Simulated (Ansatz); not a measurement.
# C₂H₁₀SiSn: one species, many methods

One table from this session's results is given with a row withheld; the runs are named, their logs left out.

Method: functionals in def2-TZVPP, the program's frozen cores in correlated methods; program: Ansatz 0.2.0, Gaussian basis.

Plan: LDA (SPW92), PBE-D4, revPBE-D4, BLYP-D4, r2SCAN-D4, B97M-V, PBE0-D4, B3LYP-D4, r2SCANh-D4, r2SCAN0-D4, HSE06-D4, BHLYP-D4, CAM-B3LYP-D4, LC-ωPBE, ωB97X-V, ωB97M-V, B2PLYP, PBE-QIDH; CCSD(T)/def2-SVP; CCSD(T)/def2-TZVPP; MP2/def2-QZVPP; extrapolation to the limit; RPA on PBE.

### The relaxed structure

All runs share one geometry, relaxed beforehand with PBE0-D4 in a triple-zeta def2 set. Sn takes the def2 core potential; no spin-orbit term is included.

14 atoms, charge 0, spin multiplicity 1.

Atoms are counted from 1 here; the program's logs count them from 0.

Bond lengths: C1–Sn2 2.147 Å, C1–H5 1.090 Å, C1–H6 1.091 Å, C1–H7 1.090 Å, Sn2–C3 2.147 Å, Sn2–Si4 2.568 Å, Sn2–H8 1.718 Å, C3–H9 1.091 Å, C3–H10 1.090 Å, C3–H11 1.090 Å, Si4–H12 1.489 Å, Si4–H13 1.489 Å, Si4–H14 1.489 Å. Angles: Sn2–C1–H5 110.0°, Sn2–C1–H6 109.7°, Sn2–C1–H7 110.4°, H5–C1–H6 108.9°, H5–C1–H7 108.9°, H6–C1–H7 108.9°, C1–Sn2–C3 108.8°, C1–Sn2–Si4 110.6°, C1–Sn2–H8 108.6°, C3–Sn2–Si4 110.6°, C3–Sn2–H8 108.6°, Si4–Sn2–H8 109.6°, Sn2–C3–H9 109.7°, Sn2–C3–H10 110.0°, Sn2–C3–H11 110.4°, H9–C3–H10 108.9°, H9–C3–H11 108.9°, H10–C3–H11 108.9° and more.

The first run:

in.yaml

```yaml
crystal:
  periodic: [false, false, false]
  atoms:
    - {symbol: C, position_ang: [-0.937031, 1.517024, -1.112187]}
    - {symbol: Sn, position_ang: [-0.400726, 0.142626, 0.448275]}
    - {symbol: C, position_ang: [1.477999, 0.750994, 1.292029]}
    - {symbol: Si, position_ang: [-0.244332, -2.249510, -0.471829]}
    - {symbol: H, position_ang: [-0.187667, 1.492011, -1.903877]}
    - {symbol: H, position_ang: [-0.991781, 2.528819, -0.708694]}
    - {symbol: H, position_ang: [-1.906285, 1.252520, -1.535007]}
    - {symbol: H, position_ang: [-1.600454, 0.211618, 1.675362]}
    - {symbol: H, position_ang: [1.399040, 1.771527, 1.668611]}
    - {symbol: H, position_ang: [2.257364, 0.714362, 0.530325]}
    - {symbol: H, position_ang: [1.756611, 0.091753, 2.114202]}
    - {symbol: H, position_ang: [0.125932, -3.213119, 0.600681]}
    - {symbol: H, position_ang: [0.792668, -2.327669, -1.538003]}
    - {symbol: H, position_ang: [-1.541335, -2.682944, -1.059910]}
basis:
  gaussian: {orbitals: def2-TZVPP}
hamiltonian: {xc: lda}
output: {orbitals: {seedname: orbitals}}
```

Command:

```sh
$ ansatz run in.yaml --threads 2 --pin off --events-out ev --progress --plain --max-ram 20480MiB --backend cuda --devices 0, --max-vram 18GiB
```

Steps of the session up to this table: LDA; PBE-D4 (GGA); revPBE-D4 (GGA); BLYP-D4 (GGA); r2SCAN-D4 (meta-GGA); B97M-V (meta-GGA); B3LYP-D4 (hybrid); r2SCANh-D4 (hybrid); r2SCAN0-D4 (hybrid); HSE06-D4 (hybrid); BHLYP-D4 (hybrid); CAM-B3LYP-D4 (range-separated); LC-ωPBE (range-separated); ωB97X-V (range-separated); ωB97M-V (range-separated); B2PLYP (double hybrid); PBE-QIDH (double hybrid).

One table of the session follows, with a row left open; its other results are not shown here.

It belongs to the step «Orbital energies across the functionals». 

```
  functional  HOMO (eV)  gap (eV)
 LDA (SPW92)      -6.56      5.78
      PBE-D4      -6.45      5.83
   revPBE-D4      -6.40      5.87
     BLYP-D4      -6.29      5.80
   r2SCAN-D4          ?         ?
      B97M-V      -6.78      6.21
     PBE0-D4      -7.49      7.62
    B3LYP-D4      -7.29      7.22
  r2SCANh-D4      -7.06      7.02
  r2SCAN0-D4      -7.63      7.97
    HSE06-D4      -7.10      6.87
    BHLYP-D4      -8.42      9.26
CAM-B3LYP-D4      -8.71      9.73
     LC-ωPBE     -10.00     12.09
     ωB97X-V      -9.68     11.61
     ωB97M-V      -9.49     11.05
```

Estimate the missing values for r2SCAN-D4.

Worked estimate for «HOMO (eV)». Against the share of exact exchange, r2SCANh-D4 (0.1, -7.06), r2SCAN0-D4 (0.25, -7.63) give a slope of -3.80 per unit share; at 0 the line stands at -6.68.

**Answer.** HOMO (eV): -6.68; gap (eV): 6.38. In «HOMO (eV)» the line misses by 0.00.
